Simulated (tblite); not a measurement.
# C6H14FGaO: the cost of one run

The runs use tblite 0.8.0 and PySCF 2.14.0, with density-fitted response routines of our own; the level of theory stands in each step. All values are computed, except where a source is named. Atoms are numbered from 0 throughout.

### Step 1. The molecule as given

23 atoms, charge 0, multiplicity 1; geometry from: force field or distance geometry start.

Bonds of the start (Å): F0–C1 1.38, C1–C2 1.52, C2–C3 1.51, C3–C4 1.54, C4–C5 1.52, C5–O6 1.38, O6–Ga7 1.81, O6–C8 1.38, C8–C3 1.54, C1–H9 1.12, C1–H10 1.13, C2–H11 1.12, C2–H12 1.10, C3–H13 1.08, C4–H14 1.09, C4–H15 1.10, C5–H16 1.10, C5–H17 1.10, Ga7–H18 1.61, Ga7–H19 1.60, Ga7–H20 1.62, C8–H21 1.09, C8–H22 1.14.

### Step 2. Optimising the geometry with GFN2-xTB

Job settings and geometry (Å):

```
{"job": {"kind": "relax", "xc": "GFN2-xTB", "basis": "xTB"}, "charge": 0, "multiplicity": 1}
F     -3.158300     0.973600    -1.487200
C     -2.815800     1.041700    -0.154700
C     -2.016200    -0.162300     0.299700
C     -0.729200    -0.350800    -0.459000
C     -0.066900    -1.607400     0.127800
C      1.386900    -1.273500    -0.149400
O      1.454600     0.074900    -0.442300
Ga     3.007200     0.881300     0.018000
C      0.307100     0.674700     0.022700
H     -3.754500     1.034100     0.449900
H     -2.261200     1.996500     0.062300
H     -1.729300     0.015400     1.363000
H     -2.576100    -1.114100     0.272300
H     -0.819600    -0.373100    -1.538500
H     -0.260100    -1.639900     1.204700
H     -0.394300    -2.533100    -0.360000
H      2.000700    -1.585300     0.713200
H      1.683400    -1.857400    -1.037600
H      4.109000     0.444700    -1.065500
H      3.503900     0.590300     1.506600
H      2.794400     2.478800    -0.122500
H      0.097200     1.672300    -0.373300
H      0.232500     0.645600     1.159800
```

Started as:

```bash
> OMP_NUM_THREADS=1 python probes_run.py task.json out
```

One launch serves the whole session: the jobs run in the order shown.

Q: Estimate the wall time and peak memory of this first job on 1 thread of Arm Neoverse V2, shared host.

About 1.6 s, with a peak of 0.19 GiB.
